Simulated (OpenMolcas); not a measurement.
# APF/cc-pVTZ run of AlCl3 (aluminium trichloride (monomer))

Aim: the vertical ionisation energy of AlCl3 (aluminium trichloride (monomer)) at APF/cc-pVTZ, from 2 runs. 

Program for the calculation: OpenMolcas 26.06.

### Step 1. The molecule

The species is AlCl3 (4 atoms), meant as a singlet with charge 0. As SMILES, `[Cl][Al]([Cl])[Cl]`. Geometry: a GFN2-xTB relaxation, a rough one for these elements and not checked as a minimum.

Bond lengths: Cl1–Al2 2.030 Å, Al2–Cl3 2.029 Å, Al2–Cl4 2.030 Å. Angles: Cl1–Al2–Cl3 120.0°, Cl1–Al2–Cl4 119.9°, Cl3–Al2–Cl4 120.0°.

### Step 2. A single-point energy at APF/cc-pVTZ

Input file job.inp:

```
* AlCl3 Kohn-Sham DFT
>>> EXPORT MOLCAS_PRINT=2

&GATEWAY
  BASLIB = $CurrDir
  COORD
  4
  angstrom
  Cl      -1.119420      -0.106450       1.690130
  Al       0.000870       0.000010       0.000110
  Cl       1.690350      -1.111440      -0.170720
  Cl      -0.571800       1.217890      -1.519520
  BASIS = cc-pVTZ
  GROUP = NoSym

&SEWARD

&SCF
  KSDFT = HYB_GGA_XC_APF
  PRORBITALS = 0
```

The basis set cc-pVTZ is read from a file made from the Basis Set Exchange's data (not shown).

Launch:

```
$ export MOLCAS_MEM=1860
$ pymolcas job.inp > job.log
```

The log of the run, cut to the lines that bear on the results:

```text
--- Start Module: gateway ---
[...]
--- Stop Module: gateway /rc=_RC_ALL_IS_WELL_ ---
--- Start Module: seward ---
[...]
      Basis functions          136
--- Stop Module: seward /rc=_RC_ALL_IS_WELL_ ---
[...]
--- Start Module: scf ---
[...]
       Convergence after  10 Iterations
[...]
::    Total KS-DFT energy                           -1622.9173103493
[...]
      Total spin, S                                     0.0000000000
[...]
      Total electronic charge=   64.000000
      Total            charge=   -0.000000
[...]
      Dipole Moment (debye):
      Origin of the operator (angstrom)=   -0.0001    0.0000   -0.0000
                   X=  7.2275E-03               Y= -9.7865E-04               Z= -8.4100E-04           Total=  7.3418E-03
      Quadrupole Moment (debye*angstrom):
[...]
--- Stop Module: scf /rc=_RC_ALL_IS_WELL_ ---
[...]
```

Wall time 27 s (1 thread of Arm Neoverse V1, shared host); peak memory 1 GiB.

### Step 3. The doublet cation at the same level

Input file job.inp:

```
>>> EXPORT MOLCAS_PRINT=2

&GATEWAY
 BASLIB=$CurrDir
 COORD
 4
 angstrom
 Cl      -1.119420      -0.106450       1.690130
 Al       0.000870       0.000010       0.000110
 Cl       1.690350      -1.111440      -0.170720
 Cl      -0.571800       1.217890      -1.519520
 BASIS=cc-pVTZ
 GROUP=NoSym

&SEWARD

&SCF
 UHF
 CHARGE=1
 SPIN=2
 KSDFT=HYB_GGA_XC_APF
 PRORBITALS=0
```

The basis set cc-pVTZ is read from a file made from the Basis Set Exchange's data (not shown).

Launch:

```
$ export MOLCAS_MEM=1860
$ pymolcas job.inp > job.log
```

The log of the run, cut to the lines that bear on the results:

```text
--- Start Module: gateway ---
[...]
--- Stop Module: gateway /rc=_RC_ALL_IS_WELL_ ---
--- Start Module: seward ---
[...]
      Basis functions          136
--- Stop Module: seward /rc=_RC_ALL_IS_WELL_ ---
[...]
--- Start Module: scf ---
[...]
       Convergence after  21 Iterations
[...]
::    Total KS-DFT energy                           -1622.4976878734
[...]
      Total spin, S                                     0.5027435011
[...]
      Total electronic charge=   63.000000
      Total            charge=    1.000000
[...]
      Dipole Moment (debye):
      Origin of the operator (angstrom)=   -0.0001    0.0000   -0.0000
                   X= -2.3393E-03               Y=  3.8365E-03               Z=  2.5237E-03           Total=  5.1537E-03
      Center of Charge (angstrom)
[...]
--- Stop Module: scf /rc=_RC_ALL_IS_WELL_ ---
[...]
```

Wall time 53 s (1 thread of Arm Neoverse V1, shared host); peak memory 1 GiB.

### Step 4. Outcome

Level: APF/cc-pVTZ.

| quantity | value |
| --- | --- |
| singlet AlCl3: total energy | -1622.91731 Eh |
| singlet AlCl3: dipole moment | 0.01 D |
| singlet AlCl3: HOMO energy | -9.28 eV |
| singlet AlCl3: LUMO energy | -1.05 eV |
| singlet AlCl3: HOMO–LUMO gap | 8.23 eV |
| doublet cation: total energy | -1622.49769 Eh |
| doublet cation: HOMO energy (highest over α and β) | -15.29 eV |
| doublet cation: LUMO energy (lowest over α and β) | -13.56 eV |
| doublet cation: ⟨S²⟩ | 0.755 |
| vertical ionisation energy (to the doublet cation) | 11.419 eV |

What this shows: Removing an electron at fixed nuclei costs 11.42 eV (1102 kJ/mol). −ε(HOMO) before ionisation, 9.28 eV, is 2.13 eV below this ionisation energy. Mulliken charges (singlet AlCl3) run from -0.14 on Cl1 to +0.43 on Al2.
